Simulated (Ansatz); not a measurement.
# GeH₇NSi: functionals against CCSD(T) at one geometry

The task here is to estimate one member of a computed series from the others.

The runs use Ansatz 0.2.0, Gaussian basis; single points in def2-TZVPP.

Correlated methods freeze the cores. Filled d shells of the heavier atoms are correlated. B3LYP uses VWN-RPA correlation.

## The system as given

SMILES `[SiH3][NH][GeH3]`, 10 atoms, charge 0, spin multiplicity 1.

Atoms are counted from 1 here; the program's logs count them from 0.

Bond lengths: Si1–N2 1.787 Å, Si1–H4 1.060 Å, Si1–H5 1.487 Å, Si1–H6 1.474 Å, N2–Ge3 1.747 Å, N2–H7 0.923 Å, Ge3–H8 1.450 Å, Ge3–H9 1.558 Å, Ge3–H10 1.650 Å. Angles: N2–Si1–H4 114.8°, N2–Si1–H5 101.4°, N2–Si1–H6 111.4°, H4–Si1–H5 119.0°, H4–Si1–H6 102.6°, H5–Si1–H6 107.7°, Si1–N2–Ge3 124.8°, Si1–N2–H7 105.4°, Ge3–N2–H7 126.6°, N2–Ge3–H8 100.7°, N2–Ge3–H9 122.3°, N2–Ge3–H10 113.2°, H8–Ge3–H9 110.4°, H8–Ge3–H10 109.5°, H9–Ge3–H10 100.7°.

Geometry (Å):

```xyz
10
GeH7NSi
Si   -1.2916    0.4697   -0.9094
N     0.4284    0.1970   -0.5086
Ge    1.0030   -0.5211    0.9766
H    -1.9413   -0.3233   -0.6409
H    -1.2003    0.8736   -2.3381
H    -1.8447    1.6089   -0.1560
H     0.9026    0.7571   -1.0679
H     0.1486   -1.6898    1.0580
H     0.9984    0.2494    2.3306
H     2.5807   -0.9979    0.9011
```

Set-up of the first run:

Input file run/in.yaml:

```yaml
crystal:
  periodic: [false, false, false]
  atoms:
    - {symbol: Si, position_ang: [-1.291600, 0.469700, -0.909400]}
    - {symbol: N, position_ang: [0.428400, 0.197000, -0.508600]}
    - {symbol: Ge, position_ang: [1.003000, -0.521100, 0.976600]}
    - {symbol: H, position_ang: [-1.941300, -0.323300, -0.640900]}
    - {symbol: H, position_ang: [-1.200300, 0.873600, -2.338100]}
    - {symbol: H, position_ang: [-1.844700, 1.608900, -0.156000]}
    - {symbol: H, position_ang: [0.902600, 0.757100, -1.067900]}
    - {symbol: H, position_ang: [0.148600, -1.689800, 1.058000]}
    - {symbol: H, position_ang: [0.998400, 0.249400, 2.330600]}
    - {symbol: H, position_ang: [2.580700, -0.997900, 0.901100]}
basis:
  gaussian: {orbitals: def2-TZVPP}
correlation: {method: ccsd_t}
```

Launch:

```sh
$ ansatz run in.yaml --threads 8 --pin off --events-out ev --progress --plain --max-ram 10444MiB
```

Among the steps run: CCSD(T)/def2-TZVPP; PBE0-D4/def2-TZVPP; wB97M-V/def2-TZVPP; r2SCAN-D4/def2-TZVPP; PBE-D4/def2-TZVPP; B3LYP-D4/def2-TZVPP; SPW92/def2-TZVPP.

One table of the session follows, with a row left open; its other results are not shown here.

```
   method  RMS force component (eV/Å)  dipole (D)
  PBE0-D4                       5.774        0.73
  wB97M-V                       5.739        0.72
r2SCAN-D4                           ?           ?
   PBE-D4                       5.749        0.72
 B3LYP-D4                       5.719        0.75
    SPW92                       5.752        0.66
```

Q: Estimate the row for r2SCAN-D4 from the others.

The run gave: RMS force component (eV/Å): 5.767; dipole (D): 0.73. In the column «RMS force component (eV/Å)» it lies between SPW92 (5.752) and PBE0-D4 (5.774).
